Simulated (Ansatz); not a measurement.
**CH₅ClSn: up Jacob's ladder to CCSD(T)**

The task here is to estimate one member of a computed series from the others.

The runs use Ansatz 0.2.0, Gaussian basis; functionals in def2-TZVPP, the program's frozen cores in correlated methods.

The runs, in order: LDA (SPW92), PBE-D4, revPBE-D4, BLYP-D4, r2SCAN-D4, B97M-V, PBE0-D4, B3LYP-D4, r2SCANh-D4, r2SCAN0-D4, HSE06-D4, BHLYP-D4, CAM-B3LYP-D4, LC-ωPBE, ωB97X-V, ωB97M-V, B2PLYP, PBE-QIDH; CCSD(T)/def2-SVP; CCSD(T)/def2-TZVPP; MP2/def2-QZVPP; extrapolation to the limit; RPA on PBE.

## Structure used throughout

All runs share one geometry, relaxed beforehand with PBE0-D4 in a triple-zeta def2 set. Sn takes the def2 core potential; no spin-orbit term is included.

SMILES `Cl[CH2][SnH3]`, 8 atoms, charge 0, spin multiplicity 1.

Atoms are counted from 1 here; the program's logs count them from 0.

Bond lengths: Cl1–C2 1.782 Å, C2–Sn3 2.158 Å, C2–H4 1.089 Å, C2–H5 1.089 Å, Sn3–H6 1.703 Å, Sn3–H7 1.710 Å, Sn3–H8 1.703 Å. Angles: Cl1–C2–Sn3 110.6°, Cl1–C2–H4 107.6°, Cl1–C2–H5 107.6°, Sn3–C2–H4 111.0°, Sn3–C2–H5 111.0°, H4–C2–H5 108.9°, C2–Sn3–H6 108.4°, C2–Sn3–H7 108.8°, C2–Sn3–H8 108.4°, H6–Sn3–H7 110.2°, H6–Sn3–H8 110.7°, H7–Sn3–H8 110.2°.

Set-up of the first run:

in.yaml reads:

```yaml
crystal:
  periodic: [false, false, false]
  atoms:
    - {symbol: Cl, position_ang: [-2.283564, 0.187866, -0.466503]}
    - {symbol: C, position_ang: [-0.560930, 0.287240, -0.910511]}
    - {symbol: Sn, position_ang: [0.687041, -0.261906, 0.761952]}
    - {symbol: H, position_ang: [-0.360246, 1.309189, -1.227461]}
    - {symbol: H, position_ang: [-0.398458, -0.381489, -1.754026]}
    - {symbol: H, position_ang: [0.369080, 0.812110, 2.044736]}
    - {symbol: H, position_ang: [2.325894, -0.147825, 0.287639]}
    - {symbol: H, position_ang: [0.313283, -1.862284, 1.208376]}
basis:
  gaussian: {orbitals: def2-TZVPP}
hamiltonian: {xc: lda}
output: {orbitals: {seedname: orbitals}}
```

Launch:

```sh
$ ansatz run in.yaml --threads 2 --pin off --events-out ev --progress --plain --max-ram 4352MiB
```

Among the steps run: LDA; PBE-D4 (GGA); revPBE-D4 (GGA); BLYP-D4 (GGA); r2SCAN-D4 (meta-GGA); B97M-V (meta-GGA); B3LYP-D4 (hybrid); r2SCANh-D4 (hybrid); r2SCAN0-D4 (hybrid); HSE06-D4 (hybrid); BHLYP-D4 (hybrid); CAM-B3LYP-D4 (range-separated); LC-ωPBE (range-separated); ωB97X-V (range-separated); ωB97M-V (range-separated); B2PLYP (double hybrid); PBE-QIDH (double hybrid).

One of the session's tables, all rows but one given; the rest of the session is left out.

It belongs to the step «Orbital energies across the functionals». 

```
  functional  HOMO (eV)  gap (eV)
 LDA (SPW92)      -6.58      5.38
      PBE-D4      -6.46      5.42
   revPBE-D4      -6.41      5.45
     BLYP-D4      -6.32      5.35
   r2SCAN-D4      -6.72      6.02
      B97M-V      -6.83      5.92
     PBE0-D4      -7.70      7.49
    B3LYP-D4      -7.48      7.00
  r2SCANh-D4      -7.18      6.79
  r2SCAN0-D4      -7.88      7.90
    HSE06-D4          ?         ?
    BHLYP-D4      -8.84      9.31
CAM-B3LYP-D4      -9.03      9.65
     LC-ωPBE     -10.38     12.12
     ωB97X-V     -10.03     11.61
     ωB97M-V      -9.88     11.09
```

Q: Estimate the row for HSE06-D4 from the others.

**Answer.** HOMO (eV): -7.31; gap (eV): 6.73. In the column «HOMO (eV)» it lies between B3LYP-D4 (-7.48) and r2SCANh-D4 (-7.18).
